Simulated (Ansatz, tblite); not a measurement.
# Si(vinyl)3(NEt2) (C10H19NSi): removing an electron, part 2 of 2

Aim: the energy of removing an electron for Si(vinyl)3(NEt2) (C10H19NSi), by energy differences, and how well orbital energies stand in for it.

Ansatz 0.2.0, Gaussian basis; as each input shows. Earlier steps stand in the parts before.

## Step 6: Relaxing the charge +1 doublet

File in.yaml:

```yaml
crystal:
  periodic: [false, false, false]
  atoms:
    - {symbol: Si, position_ang: [0.514506, 0.643702, 0.479282]}
    - {symbol: C, position_ang: [0.960640, 0.166030, 2.235556]}
    - {symbol: C, position_ang: [2.203694, 0.233812, 2.738962]}
    - {symbol: H, position_ang: [0.152382, -0.137039, 2.918927]}
    - {symbol: H, position_ang: [3.059085, 0.540835, 2.123878]}
    - {symbol: H, position_ang: [2.427360, -0.014160, 3.784256]}
    - {symbol: C, position_ang: [2.075437, 1.013902, -0.493565]}
    - {symbol: C, position_ang: [2.256511, 2.107863, -1.252047]}
    - {symbol: H, position_ang: [2.878054, 0.259428, -0.489197]}
    - {symbol: H, position_ang: [1.492919, 2.893725, -1.318644]}
    - {symbol: H, position_ang: [3.164310, 2.268729, -1.847665]}
    - {symbol: C, position_ang: [-0.543740, 2.197463, 0.518992]}
    - {symbol: C, position_ang: [-1.862102, 2.191169, 0.263629]}
    - {symbol: H, position_ang: [-0.080133, 3.154671, 0.803332]}
    - {symbol: H, position_ang: [-2.378298, 1.264460, -0.020511]}
    - {symbol: H, position_ang: [-2.480259, 3.096008, 0.322751]}
    - {symbol: N, position_ang: [-0.364241, -0.674487, -0.248389]}
    - {symbol: C, position_ang: [-0.722748, -0.605694, -1.660828]}
    - {symbol: C, position_ang: [0.175478, -1.445294, -2.567239]}
    - {symbol: C, position_ang: [-0.802905, -1.866388, 0.462521]}
    - {symbol: C, position_ang: [-2.238009, -1.779145, 0.981214]}
    - {symbol: H, position_ang: [-0.679169, 0.449458, -1.986301]}
    - {symbol: H, position_ang: [-1.780434, -0.910602, -1.795967]}
    - {symbol: H, position_ang: [1.217449, -1.093760, -2.506520]}
    - {symbol: H, position_ang: [0.158864, -2.508862, -2.279812]}
    - {symbol: H, position_ang: [-0.152092, -1.378875, -3.617754]}
    - {symbol: H, position_ang: [-0.702602, -2.747314, -0.200676]}
    - {symbol: H, position_ang: [-0.118433, -2.057708, 1.306997]}
    - {symbol: H, position_ang: [-2.339576, -0.959390, 1.711284]}
    - {symbol: H, position_ang: [-2.948485, -1.584776, 0.161077]}
    - {symbol: H, position_ang: [-2.543443, -2.717762, 1.472437]}
basis:
  gaussian: {orbitals: def2-SVP}
total_charge: 1
magnetization: {spin_polarized: true, initial_magnetization: 1}
hamiltonian: {xc: r2scan, dispersion: d4}
scf: {lower_state_search: "off"}
output: {orbitals: {seedname: orbitals}}
relax: {f_tol: 0.03, max_steps: 70}
```

Launch:

```sh
$ ansatz run in.yaml --threads 2 --pin off --events-out ev --progress --plain --max-ram 20480MiB --backend cuda --devices 0, --max-vram 18GiB
```

The program printed:

```text
Functional definition: r2SCAN
  name "r2SCAN"
  cite "Furness, Kaplan, Ning, Perdew & Sun, J. Phys. Chem. Lett. 11, 8208 (2020) doi:10.1021/acs.jpclett.0c02405"
  cite "Furness, Kaplan, Ning, Perdew & Sun, J. Phys. Chem. Lett. 11, 9248 (2020) doi:10.1021/acs.jpclett.0c03077"
  parent r2scan
  parameter k0 = 0.174
  parameter k1 = 0.065
  parameter a1 = 4.9479
  exchange = r2scan_x(k0 = k0, k1 = k1, a1 = a1)
  correlation = r2scan_c
these checks for a lower state are left out or cut short: stability, starts, cluster_reference, orbital_swaps, neighbouring_geometries, increment
3050 factors; their error is unknown
mean field evaluation 1: about -19993.2444 eV, gradient 7.1e1 eV
mean field evaluation 2: about -19982.1699 eV, gradient 8.4e1 eV
mean field evaluation 4: about -20019.4409 eV, gradient 8.0e0 eV
mean field evaluation 8: about -20019.7860 eV, gradient 1.6e-1 eV
mean field evaluation 16: about -20019.6279 eV, gradient 4.6e-3 eV
mean field evaluation 32: about -20019.6279 eV, gradient 4.5e-6 eV
mean field -20019.62790178 eV, -735.7077555992 hartree, gradient 4.5e-6 eV, S^2 0.756474; 0 other end points of the search recorded, 0 dependent functions left out
the calculation of the forces begins
reference -20019.62791936 eV, -735.7077562453 hartree; 50, 49 occupied and 217, 218 virtual orbitals, 3050 factors
relax step   1: F+E_penalty+E_count = -20019.89935099 eV  Δ(F+E_penalty+E_count) = +0.000e0 eV  max|allowed force component| = 2.250e0 eV/Å  Δτ_max = 0.0000 Å  (27 SCF iters, accepted)
these checks for a lower state are left out or cut short: stability, starts, cluster_reference, orbital_swaps, neighbouring_geometries, increment
3050 factors; their error is unknown
mean field -20019.77686809 eV, -735.7132300100 hartree, gradient 1.5e-6 eV, S^2 0.756304; 0 other end points of the search recorded, 0 dependent functions left out
the calculation of the forces begins
reference -20019.77688566 eV, -735.7132306558 hartree; 50, 49 occupied and 217, 218 virtual orbitals, 3050 factors
relax step   2: F+E_penalty+E_count = -20020.05003674 eV  Δ(F+E_penalty+E_count) = -1.507e-1 eV  max|allowed force component| = 1.080e0 eV/Å  Δτ_max = 0.1931 Å  (32 SCF iters, accepted)
these checks for a lower state are left out or cut short: stability, starts, cluster_reference, orbital_swaps, neighbouring_geometries, increment
3050 factors; their error is unknown
mean field -20019.87236991 eV, -735.7167396374 hartree, gradient 2.7e-6 eV, S^2 0.756284; 0 other end points of the search recorded, 0 dependent functions left out
the calculation of the forces begins
reference -20019.87238748 eV, -735.7167402832 hartree; 50, 49 occupied and 217, 218 virtual orbitals, 3050 factors
relax step   3: F+E_penalty+E_count = -20020.14458274 eV  Δ(F+E_penalty+E_count) = -9.455e-2 eV  max|allowed force component| = 9.180e-1 eV/Å  Δτ_max = 0.1159 Å  (32 SCF iters, accepted)
these checks for a lower state are left out or cut short: stability, starts, cluster_reference, orbital_swaps, neighbouring_geometries, increment
3050 factors; their error is unknown
mean field -20019.85518014 eV, -735.7161079251 hartree, gradient 1.9e-6 eV, S^2 0.756513; 0 other end points of the search recorded, 0 dependent functions left out
the calculation of the forces begins
reference -20019.85519775 eV, -735.7161085721 hartree; 50, 49 occupied and 217, 218 virtual orbitals, 3050 factors
relax step   4: F+E_penalty+E_count = -20020.12545466 eV  Δ(F+E_penalty+E_count) = +1.913e-2 eV  max|allowed force component| = 5.974e-1 eV/Å  Δτ_max = 0.2000 Å  (31 SCF iters, rejected (line search))
these checks for a lower state are left out or cut short: stability, starts, cluster_reference, orbital_swaps, neighbouring_geometries, increment
3050 factors; their error is unknown
mean field evaluation 64: about -20019.9361 eV, gradient 2.2e-3 eV
mean field -20019.93605641 eV, -735.7190800730 hartree, gradient 2.6e-6 eV, S^2 0.756314; 0 other end points of the search recorded, 0 dependent functions left out
the calculation of the forces begins
reference -20019.93607396 eV, -735.7190807178 hartree; 50, 49 occupied and 217, 218 virtual orbitals, 3050 factors
relax step   5: F+E_penalty+E_count = -20020.20826118 eV  Δ(F+E_penalty+E_count) = -6.368e-2 eV  max|allowed force component| = 2.612e-1 eV/Å  Δτ_max = 0.0964 Å  (30 SCF iters, accepted)
these checks for a lower state are left out or cut short: stability, starts, cluster_reference, orbital_swaps, neighbouring_geometries, increment
3050 factors; their error is unknown
mean field -20019.93798810 eV, -735.7191510614 hartree, gradient 4.4e-6 eV, S^2 0.756300; 0 other end points of the search recorded, 0 dependent functions left out
the calculation of the forces begins
reference -20019.93800559 eV, -735.7191517042 hartree; 50, 49 occupied and 217, 218 virtual orbitals, 3050 factors
relax step   6: F+E_penalty+E_count = -20020.21114160 eV  Δ(F+E_penalty+E_count) = -2.880e-3 eV  max|allowed force component| = 3.710e-1 eV/Å  Δτ_max = 0.1000 Å  (26 SCF iters, accepted)
these checks for a lower state are left out or cut short: stability, starts, cluster_reference, orbital_swaps, neighbouring_geometries, increment
3050 factors; their error is unknown
mean field -20019.94452508 eV, -735.7193912911 hartree, gradient 4.0e-6 eV, S^2 0.756302; 0 other end points of the search recorded, 0 dependent functions left out
the calculation of the forces begins
reference -20019.94454257 eV, -735.7193919338 hartree; 50, 49 occupied and 217, 218 virtual orbitals, 3050 factors
relax step   7: F+E_penalty+E_count = -20020.21792023 eV  Δ(F+E_penalty+E_count) = -6.779e-3 eV  max|allowed force component| = 1.039e-1 eV/Å  Δτ_max = 0.0257 Å  (27 SCF iters, accepted)
these checks for a lower state are left out or cut short: stability, starts, cluster_reference, orbital_swaps, neighbouring_geometries, increment
3050 factors; their error is unknown
mean field -20019.94619772 eV, -735.7194527592 hartree, gradient 3.7e-6 eV, S^2 0.756301; 0 other end points of the search recorded, 0 dependent functions left out
the calculation of the forces begins
reference -20019.94621520 eV, -735.7194534017 hartree; 50, 49 occupied and 217, 218 virtual orbitals, 3050 factors
relax step   8: F+E_penalty+E_count = -20020.21989210 eV  Δ(F+E_penalty+E_count) = -1.972e-3 eV  max|allowed force component| = 3.379e-2 eV/Å  Δτ_max = 0.0281 Å  (25 SCF iters, accepted)
these checks for a lower state are left out or cut short: stability, starts, cluster_reference, orbital_swaps, neighbouring_geometries, increment
3050 factors; their error is unknown
mean field evaluation 96: about -20019.9473 eV, gradient 2.1e-6 eV
mean field -20019.94728479 eV, -735.7194927082 hartree, gradient 4.1e-6 eV, S^2 0.756306; 0 other end points of the search recorded, 0 dependent functions left out
the calculation of the forces begins
reference -20019.94730224 eV, -735.7194933497 hartree; 50, 49 occupied and 217, 218 virtual orbitals, 3050 factors
relax step   9: F+E_penalty+E_count = -20020.22153729 eV  Δ(F+E_penalty+E_count) = -1.645e-3 eV  max|allowed force component| = 8.199e-2 eV/Å  Δτ_max = 0.0729 Å  (25 SCF iters, accepted)
these checks for a lower state are left out or cut short: stability, starts, cluster_reference, orbital_swaps, neighbouring_geometries, increment
3050 factors; their error is unknown
mean field -20019.94816317 eV, -735.7195249881 hartree, gradient 4.3e-6 eV, S^2 0.756306; 0 other end points of the search recorded, 0 dependent functions left out
the calculation of the forces begins
reference -20019.94818062 eV, -735.7195256294 hartree; 50, 49 occupied and 217, 218 virtual orbitals, 3050 factors
relax step  10: F+E_penalty+E_count = -20020.22248128 eV  Δ(F+E_penalty+E_count) = -9.440e-4 eV  max|allowed force component| = 6.907e-2 eV/Å  Δτ_max = 0.0349 Å  (24 SCF iters, accepted)
these checks for a lower state are left out or cut short: stability, starts, cluster_reference, orbital_swaps, neighbouring_geometries, increment
3050 factors; their error is unknown
mean field -20019.94878296 eV, -735.7195477653 hartree, gradient 6.4e-6 eV, S^2 0.756298; 0 other end points of the search recorded, 0 dependent functions left out
the calculation of the forces begins
reference -20019.94880041 eV, -735.7195484065 hartree; 50, 49 occupied and 217, 218 virtual orbitals, 3050 factors
relax step  11: F+E_penalty+E_count = -20020.22299657 eV  Δ(F+E_penalty+E_count) = -5.153e-4 eV  max|allowed force component| = 2.145e-2 eV/Å  Δτ_max = 0.0101 Å  (19 SCF iters, accepted)
Total energy: -20020.22301402 eV, -735.7296255706 hartree
Atom 0 at     0.533406     0.731966     0.566834 Å, force    -0.003863     0.002618    -0.001659 eV/Å
Atom 1 at     0.922227     0.131571     2.273199 Å, force     0.021453     0.008194     0.005197 eV/Å
Atom 2 at     2.181470     0.043431     2.739336 Å, force    -0.010353     0.008703    -0.005150 eV/Å
Atom 3 at     0.098672    -0.081786     2.969999 Å, force     0.002188    -0.008247    -0.000649 eV/Å
Atom 4 at     3.054941     0.277751     2.118951 Å, force    -0.007334    -0.011091     0.001038 eV/Å
Atom 5 at     2.394147    -0.254115     3.772655 Å, force    -0.001085    -0.000390    -0.000056 eV/Å
Atom 6 at     2.036114     0.999849    -0.491008 Å, force     0.002111     0.008647     0.000593 eV/Å
Atom 7 at     2.161107     2.059134    -1.311490 Å, force     0.007405     0.007874     0.016516 eV/Å
Atom 8 at     2.866801     0.282022    -0.429089 Å, force    -0.006453    -0.001992    -0.011636 eV/Å
Atom 9 at     1.372281     2.814777    -1.414523 Å, force    -0.003709    -0.011080    -0.011000 eV/Å
Atom 10 at     3.068364     2.224957    -1.904770 Å, force    -0.002300    -0.000539     0.002181 eV/Å
Atom 11 at    -0.660403     2.156222     0.506383 Å, force    -0.015264    -0.003494    -0.000982 eV/Å
Atom 12 at    -1.955297     2.131588     0.151917 Å, force     0.003930     0.001219     0.000463 eV/Å
Atom 13 at    -0.242675     3.115436     0.851593 Å, force     0.005286    -0.006666     0.000842 eV/Å
Atom 14 at    -2.461493     1.221407    -0.192200 Å, force     0.005012     0.002918     0.000375 eV/Å
Atom 15 at    -2.577721     3.032718     0.192936 Å, force    -0.001628    -0.001346    -0.000725 eV/Å
Atom 16 at    -0.369875    -0.666110    -0.285417 Å, force    -0.003148    -0.003627    -0.007080 eV/Å
Atom 17 at    -0.681151    -0.573215    -1.697504 Å, force     0.009029     0.001287     0.013729 eV/Å
Atom 18 at     0.290730    -1.400282    -2.555565 Å, force     0.000396     0.001611    -0.003352 eV/Å
Atom 19 at    -0.792064    -1.860074     0.415226 Å, force    -0.014528     0.000037     0.009238 eV/Å
Atom 20 at    -2.136131    -1.616096     1.127244 Å, force     0.014515     0.005171    -0.009585 eV/Å
Atom 21 at    -0.639141     0.485523    -1.997522 Å, force     0.002109    -0.000985    -0.000890 eV/Å
Atom 22 at    -1.712178    -0.946100    -1.843410 Å, force    -0.001841    -0.000138    -0.000924 eV/Å
Atom 23 at     1.317246    -1.022919    -2.450556 Å, force    -0.000216    -0.000167     0.000457 eV/Å
Atom 24 at     0.266040    -2.466872    -2.290674 Å, force    -0.000193    -0.002388     0.000544 eV/Å
Atom 25 at    -0.013947    -1.300145    -3.607306 Å, force    -0.000427    -0.000941     0.003301 eV/Å
Atom 26 at    -0.889300    -2.690470    -0.302549 Å, force     0.001786     0.008639     0.009932 eV/Å
Atom 27 at    -0.021357    -2.114724     1.162341 Å, force    -0.007890     0.002775    -0.008872 eV/Å
Atom 28 at    -2.069083    -0.789226     1.849849 Å, force    -0.001853    -0.006498    -0.007406 eV/Å
Atom 29 at    -2.934521    -1.393661     0.403718 Å, force     0.006962    -0.000966     0.007499 eV/Å
Atom 30 at    -2.407187    -2.532559     1.671382 Å, force    -0.000097     0.000862    -0.001940 eV/Å
Dipole moment:    -0.193160    -0.373996    -0.241702 e Å
Checks for a lower state left out: stability, starts, cluster_reference, orbital_swaps, neighbouring_geometries, increment
```

Wall time 40 s (1 × H100 (card shared with other runs) with 2 threads of AMD EPYC 7R13, shared host); peak host memory 0.97 GiB.

Step by step: (the energy doesn't fall at every step)

| step | energy from step 1 (eV) | largest force component (eV/Å) |
| --- | --- | --- |
| 1 | 0.0000 | 2.2504 |
| 2 | -0.1507 | 1.0796 |
| 3 | -0.2452 | 0.9180 |
| 4 | -0.2261 | 0.5974 |
| 5 | -0.3089 | 0.2612 |
| 6 | -0.3118 | 0.3710 |
| 7 | -0.3186 | 0.1039 |
| 8 | -0.3205 | 0.0338 |
| 9 | -0.3222 | 0.0820 |
| 10 | -0.3231 | 0.0691 |
| 11 | -0.3236 | 0.0215 |

Distances of close pairs at the start and the end, largest changes first:

| bond | before (Å) | after (Å) | change (Å) |
| --- | --- | --- | --- |
| Si1–N17 | 1.743 | 1.870 | +0.127 |
| Si1–C2 | 1.874 | 1.850 | -0.024 |
| Si1–C12 | 1.880 | 1.859 | -0.021 |
| Si1–C7 | 1.876 | 1.857 | -0.019 |
| C20–C21 | 1.528 | 1.540 | +0.012 |
| C18–C19 | 1.528 | 1.538 | +0.010 |
| N17–C18 | 1.459 | 1.449 | -0.010 |
| N17–C20 | 1.455 | 1.447 | -0.008 |

## Step 7: Charge +1 doublet, PBE0-D4/def2-TZVP

File in.yaml:

```yaml
crystal:
  periodic: [false, false, false]
  atoms:
    - {symbol: Si, position_ang: [0.533406, 0.731966, 0.566834]}
    - {symbol: C, position_ang: [0.922227, 0.131571, 2.273199]}
    - {symbol: C, position_ang: [2.181470, 0.043431, 2.739336]}
    - {symbol: H, position_ang: [0.098672, -0.081786, 2.969999]}
    - {symbol: H, position_ang: [3.054941, 0.277751, 2.118951]}
    - {symbol: H, position_ang: [2.394147, -0.254115, 3.772655]}
    - {symbol: C, position_ang: [2.036114, 0.999849, -0.491008]}
    - {symbol: C, position_ang: [2.161107, 2.059134, -1.311490]}
    - {symbol: H, position_ang: [2.866801, 0.282022, -0.429089]}
    - {symbol: H, position_ang: [1.372281, 2.814777, -1.414523]}
    - {symbol: H, position_ang: [3.068364, 2.224957, -1.904770]}
    - {symbol: C, position_ang: [-0.660403, 2.156222, 0.506383]}
    - {symbol: C, position_ang: [-1.955297, 2.131588, 0.151917]}
    - {symbol: H, position_ang: [-0.242675, 3.115436, 0.851593]}
    - {symbol: H, position_ang: [-2.461493, 1.221407, -0.192200]}
    - {symbol: H, position_ang: [-2.577721, 3.032718, 0.192936]}
    - {symbol: N, position_ang: [-0.369875, -0.666110, -0.285417]}
    - {symbol: C, position_ang: [-0.681151, -0.573215, -1.697504]}
    - {symbol: C, position_ang: [0.290730, -1.400282, -2.555565]}
    - {symbol: C, position_ang: [-0.792064, -1.860074, 0.415226]}
    - {symbol: C, position_ang: [-2.136131, -1.616096, 1.127244]}
    - {symbol: H, position_ang: [-0.639141, 0.485523, -1.997522]}
    - {symbol: H, position_ang: [-1.712178, -0.946100, -1.843410]}
    - {symbol: H, position_ang: [1.317246, -1.022919, -2.450556]}
    - {symbol: H, position_ang: [0.266040, -2.466872, -2.290674]}
    - {symbol: H, position_ang: [-0.013947, -1.300145, -3.607306]}
    - {symbol: H, position_ang: [-0.889300, -2.690470, -0.302549]}
    - {symbol: H, position_ang: [-0.021357, -2.114724, 1.162341]}
    - {symbol: H, position_ang: [-2.069083, -0.789226, 1.849849]}
    - {symbol: H, position_ang: [-2.934521, -1.393661, 0.403718]}
    - {symbol: H, position_ang: [-2.407187, -2.532559, 1.671382]}
basis:
  gaussian: {orbitals: def2-TZVP, fitting: {mean_field: def2-universal-jkfit}, initial_orbitals: start.molden}
total_charge: 1
magnetization: {spin_polarized: true, initial_magnetization: 1}
hamiltonian: {xc: pbe0, dispersion: d4}
scf: {omitted_lower_state_checks: [starts]}
output: {orbitals: {seedname: orbitals}}
```

Launched as before.

The program printed, shortened:

```text
Functional definition: PBE0
  name "PBE0"
  cite "Adamo & Barone, J. Chem. Phys. 110, 6158 (1999) doi:10.1063/1.478522"
  cite "Perdew, Burke & Ernzerhof, Phys. Rev. Lett. 77, 3865 (1996) doi:10.1103/PhysRevLett.77.3865"
  parent pbe
[...]
1297 factors; integrals over basis functions are off by at most 3.9e-1 eV
[...]
mean field -20025.86408586 eV, -735.9369311373 hartree, gradient 1.9e-5 eV, S^2 0.755599; 0 other end points of the search recorded, 0 dependent functions left out
reference -20025.86413266 eV, -735.9369328570 hartree; 50, 49 occupied and 442, 443 virtual orbitals, 1297 factors
Total energy: -20026.66343479 eV, -735.9663066686 hartree
Checks for a lower state left out: starts
```

Run time: 3.7 s. Hardware: 1 × H100 (card shared with other runs) with 2 threads of AMD EPYC 7R13, shared host; peak host memory 1 GiB.

From the report: HOMO -11.53 eV, LUMO -8.25 eV (over both spins); ⟨S²⟩ 0.756 (pure: 0.75).

## Step 8: Charge +1 doublet, PBE-D4/def2-TZVP

Edit in.yaml of step 7 so:

```diff
@@ -38,3 +38,3 @@
 magnetization: {spin_polarized: true, initial_magnetization: 1}
-hamiltonian: {xc: pbe0, dispersion: d4}
+hamiltonian: {xc: pbe, dispersion: d4}
 scf: {omitted_lower_state_checks: [starts]}
```

Same command.

The program printed:

```text
Functional definition: PBE
  name "PBE"
  cite "Perdew, Burke & Ernzerhof, Phys. Rev. Lett. 77, 3865 (1996) doi:10.1103/PhysRevLett.77.3865"
  parent pbe
  parameter kappa = 0.804
  parameter beta = 0.06672455060314922
  exchange = pbe_x(kappa = kappa, mu = beta*pi^2/3)
  correlation = pbe_c(beta = beta)
these checks for a lower state are left out or cut short: starts
1297 factors; integrals over basis functions are off by at most 3.9e-1 eV
mean field evaluation 1: about -20023.1712 eV, gradient 1.0e1 eV
mean field evaluation 2: about -20023.4414 eV, gradient 3.4e-1 eV
mean field evaluation 4: about -20023.4435 eV, gradient 3.0e-2 eV
mean field evaluation 8: about -20023.4435 eV, gradient 2.6e-5 eV
mean field -20023.44353036 eV, -735.8479773633 hartree, gradient 2.6e-5 eV, S^2 0.753003; 0 other end points of the search recorded, 0 dependent functions left out
reference -20023.44359326 eV, -735.8479796749 hartree; 50, 49 occupied and 442, 443 virtual orbitals, 1297 factors
Total energy: -20024.35992840 eV, -735.8816543701 hartree
Checks for a lower state left out: starts
```

It took 4.1 s on 1 × H100 (card shared with other runs) with 2 threads of AMD EPYC 7R13, shared host; peak host memory 1 GiB.

HOMO -10.44 eV, LUMO -9.34 eV (over both spins); ⟨S²⟩ 0.753 (pure: 0.75).

## Step 9: Adiabatic ionisation energy

Charged state less starting state, singlet to doublet; the starting state's energies are those of its earlier runs.

| level | adiabatic ionisation energy (eV) | time |
| --- | --- | --- |
| PBE-D4/def2-TZVP | +7.19 | 7.6 s |
| PBE0-D4/def2-TZVP | +7.27 | 7.6 s |

Times add the two runs; a level without a time comes out of a correlated run.

## Step 10: Outcome

The summary covers parts 1 to 2.

| quantity | value |
| --- | --- |
| vertical ionisation energy, functionals in def2-TZVP | 7.44 (PBE-D4) to 7.60 eV (PBE0-D4) |
| adiabatic ionisation energy, functionals in def2-TZVP | 7.19 (PBE-D4) to 7.27 eV (PBE0-D4) |
| relaxation of the cation side, PBE-D4/def2-TZVP | 0.25 eV |

What this shows: The vertical ionisation energy spans 7.44 to 7.60 eV over the functionals. −ε(HOMO) misses the level's own difference by -1.54 eV at best (PBE0-D4) and -2.75 eV at worst (revPBE-D4). The adiabatic ionisation energy spans 7.19 to 7.27 eV over the functionals. Relaxing the oxidised state gains 0.25 eV at PBE-D4/def2-TZVP.
